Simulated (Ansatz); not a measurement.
# Si: a line through an energy map

One line of a two-coordinate grid on Si (Fd-3m, No. 227; 4 atoms in the cell): normal strain along x is varied, at amplitude of mode 6 (409 cm⁻¹) = −0.066 Å.

Program: Ansatz 0.2.0. Level of theory: DFT LDA, scalar-relativistic, plane waves, PAW. These are calculated values, not measurements.

7 further runs of the same task are left out: 7 set aside as unsound or not needed.

### 1 Starting point

The structure is cubic, space group Fd-3m (No. 227). Conventional cell: a = 5.402 Å, b = 5.402 Å, c = 5.402 Å, α = 90.00°, β = 90.00°, γ = 90.00°. Around Si (site symmetry -43m) lie 4 Si at 2.34 Å.

Structure file:

```
CELL_PARAMETERS angstrom
0.00000 2.70080 2.70080
2.70080 0.00000 2.70080
2.70080 2.70080 0.00000
ATOMIC_POSITIONS crystal
Si 0.50000 0.50000 0.50000
Si 0.75000 0.75000 0.75000
```

This cell was relaxed beforehand with the same method: volume 19.70 Å³/atom, gap on the mesh 0.44 eV.

### 2 What is varied

The energy is mapped over a normal mode and a strain (zone-centre modes of the cell shown, which folds in the wave vector (0, 1/2, 1/2) of the primitive cell) (x along [1 0 0], y along [0 1 0], z along [0 0 1] of the conventional cell).

First coordinate, amplitude of mode 6 (409 cm⁻¹), largest displacement in the unstrained cell: 9 values from −0.132 Å. Second coordinate, normal strain along x: 7 values from −7.00 %.

Nothing else is relaxed (the pattern is fixed in fractional coordinates). Energies count from the relaxed high-symmetry cell. Points are written as (first, second).

The modes come from a phonon run on the reference cell, made beforehand.

Displacement patterns for an amplitude of 1 (Å):

| atom | x1 | y1 | z1 |
| --- | --- | --- | --- |
| Si1 | 1.000 | 0.000 | 0.000 |
| Si2 | -1.000 | 0.000 | 0.000 |
| Si3 | 0.000 | 0.000 | 0.000 |
| Si4 | 0.000 | 0.000 | 0.000 |

### 3 The run at (−0.066 Å, −7.00 %)

input.yaml reads:

```yaml
crystal:
  lattice:
    - [0.0, -2.7007989451, -2.7007989451]
    - [0.0, 2.7007989451, -2.7007989451]
    - [5.0234860379, 0.0, 0.0]
  atoms:
    - { symbol: Si, position: [0.5, 0.5, -0.0122186067] }
    - { symbol: Si, position: [0.0, 0.0, 0.5122186067] }
    - { symbol: Si, position: [0.0, 0.5, 0.25] }
    - { symbol: Si, position: [0.5, 0.0, 0.75] }
basis:
  ecutwfc: 420
kpoints:
  mp_grid: { grid: [10, 10, 6] }
hamiltonian:
  xc: lda
  pseudopotentials: { kind: paw, azcp: { folder: soft_1 } }
scf:
  occupations: { method: gaussian, width: 0.05 }
output:
  forces: true
  stress: true
  eigenvalues: true
```

Launch:

```bash
$ ansatz run input.yaml --threads 1 --pin off --max-ram 2048MiB --backend cpu --events-out ev --progress --plain --runs-dir out
```

Further runs follow: the other points of the line.

What does the calculation give? Wanted: for each run, normal strain along x; energy; slope; pressure; largest force on an atom.

The runs gave:

| normal strain along x (%) | step | energy (meV) | slope (meV per %) | pressure (GPa) | band gap on the k-mesh (eV) | largest force on an atom (eV/Å) |
| --- | --- | --- | --- | --- | --- | --- |
| −7.00 | 3 | 268 | −56 | 8.0 | 0.00 | 1.113 |
| −4.67 | 4 | 160 | −37 | 5.2 | 0.07 | 1.133 |
| −2.33 | 5 | 95 | −18 | 2.6 | 0.25 | 1.138 |
| 0.00 | 6 | 75 | 0 | 0.2 | 0.25 | 1.133 |
| 2.33 | 7 | 97 | 18 | −1.9 | 0.17 | 1.118 |
| 4.67 | – | 160 | 35 | −3.8 | 0.09 | 1.095 |
| 7.00 | 8 | 261 | 51 | −5.5 | 0.00 | 1.061 |

Energies count from the relaxed high-symmetry cell. Rows without a step come from runs not printed here or follow by symmetry. Slopes come from the forces (and the stress, where the cell changes), not from differences of energies.

The lowest point of the line is at 0.00 %, 75 meV from the zero. Energies and slopes round the minimum, fitted together, put the minimum at −0.058 %, with a curvature of about 7.8 meV per %². The highest point computed, at −7.00 %, lies 193 meV above the lowest. The gap on the mesh reads zero on part of the line; semilocal functionals close small gaps early. This is one cut through a surface in two coordinates; the map's lowest point lies off it. With the other coordinates free, the energies away from the reference would be the same or lower. The gap on the mesh closes on part of the grid.
